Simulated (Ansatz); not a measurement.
The system is GaB.

```
Ga B
1.0
     2.71824    0.00000    0.00000
     0.00000    2.71824    0.00000
     0.00000    0.00000    3.23621
Ga B
1 1
Direct
  0.50000 0.50000 0.50000
  0.00000 0.00000 0.00000
```

The cell was built by a generator and needn't be a form met in nature.

| Property | Result |
| --- | --- |
| Program | Ansatz 0.2.0 |
| Task | single point |
| Functional | PBE |
| Potentials or basis | Ansatz PAW |
| Cutoff | 420 eV (not typed: the program's choice for these potentials) |
| k mesh | 10 × 10 × 8 |
| Occupations | fermi-dirac, width 0.05 eV |
| Spin | no spin polarisation |

On this cell: pressure -0.1 GPa; largest force under 0.003 eV/Å; band gap on the k mesh none (metal or under the smearing width).

The same run follows on a disturbed copy (atoms moved at random, drawn with an rms of 0.05 Å):

```
CELL_PARAMETERS angstrom
2.71824 0.00000 0.00000
0.00000 2.71824 0.00000
0.00000 0.00000 3.23621
ATOMIC_POSITIONS crystal
Ga 0.51290 0.50437 0.48718
B 0.99628 0.99025 0.99379
```

Problem. What does the disturbed cell give?

Solution. The energy (extrapolated to zero smearing) moves by -0.2 meV/atom; pressure 0.0 GPa; largest force 0.053 eV/Å; band gap on the k mesh none (metal or under the smearing width).

Forces in eV/Å, atoms in the order of the input:
```
Ga   0.023  0.020  0.043
B   -0.023 -0.020 -0.043
```

Stress tensor (GPa, compression positive):
```
 0.24  0.15 -0.08
 0.15  0.25 -0.06
-0.08 -0.06 -0.53
```
